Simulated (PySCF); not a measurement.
# PSe (quartet): changing the method

Starting from one script, swap the method and compare what comes out for PSe (quartet).

Method: method and basis as typed in the scripts; program: PySCF 2.14.0.

4 further runs of the same task are left out: 4 that didn't finish.

### Step 1. The system as given

PSe (quartet): 2 atoms, charge 0, spin multiplicity 4.

Bond lengths: P1–Se2 2.507 Å.

### Step 2. The base run

input.py

```python
from pyscf import gto, scf

mol = gto.M(
    atom='P 0 0 0; Se 0 0 2.507',
    basis='ano-rcc-vdzp',
    charge=0,
    spin=3,
    verbose=4,
)
mf = scf.UHF(mol)
mf = mf.sfx2c1e()
mf.kernel()
mf.dip_moment()
print('orbital energies (hartree):', [e[max(0, n-3):n+3].round(4) for e, n in zip(mf.mo_energy, mol.nelec)])
```

Launch:

```sh
$ python input.py
```

The log of this run is left out.

Base result: E(SCF) = -2769.629948 Eh, 14 cycles, ⟨S²⟩ = 3.783, μ = 1.00 D.

The bond length is a typed value, not an optimised one. The quartet is typed in the script; nothing here shows that it is the ground state.

### Step 3. CASCI (ROHF)

Edit 1 changes step after the SCF: none → casci; SCF type: UHF → ROHF; active space: none → 5 electrons in 6 orbitals.

input.py

```python
from pyscf import gto, scf, mcscf

mol = gto.M(
    atom='P 0 0 0; Se 0 0 2.507',
    basis='ano-rcc-vdzp',
    charge=0,
    spin=3,
    verbose=4,
)
mf = scf.ROHF(mol)
mf = mf.sfx2c1e()
mf.kernel()
mc = mcscf.CASCI(mf, 6, 5)
mc.kernel()
mc.analyze()
mf.dip_moment()
print('orbital energies (hartree):', mf.mo_energy[..., max(0, mol.nelec[1]-3):mol.nelec[0]+3].round(4))
```

Launch:

```sh
$ python input.py
```

### Step 4. Population analysis

Edit 2 changes step after the SCF: none → analyze.

input.py, as its differences from that of step 2:

```diff
@@ -12,3 +12,3 @@
 mf.kernel()
-mf.dip_moment()
+mf.analyze()
 print('orbital energies (hartree):', [e[max(0, n-3):n+3].round(4) for e, n in zip(mf.mo_energy, mol.nelec)])
```

### Step 5. Polarisability

Edit 3 changes step after the SCF: none → polarizability.

input.py, as its differences from that of step 2:

```diff
@@ -1,2 +1,3 @@
 from pyscf import gto, scf
+from pyscf.prop.polarizability import uhf as pol
 
@@ -12,2 +13,4 @@
 mf.kernel()
+print('polarizability (a.u.)')
+print(pol.Polarizability(mf).polarizability().round(4))
 mf.dip_moment()
```

What does the calculation give? Wanted: for each run, E(SCF); from base; gap, α spin; SCF dipole; after the SCF.

As calculated:

| run | E(SCF) (hartree) | from base (eV) | cycles | gap, α spin (eV) | SCF dipole (D) | after the SCF |
| --- | --- | --- | --- | --- | --- | --- |
| base | -2769.629948 | 0 | 14 | 10.23 | 1.00 | n/a |
| CASCI (ROHF) | -2769.620453 | +0.2584 | 10 | n/a | 1.02 | CASCI correlation -0.007 eV |
| population analysis | -2769.629948 | 0.0000 | 14 | 10.23 | 1.00 | n/a |
| polarisability | -2769.629948 | 0.0000 | 14 | 10.23 | 1.00 | n/a |

What this shows: Total energies from different bases, Hamiltonians or methods carry different errors, so properties are taken as differences within one set-up.
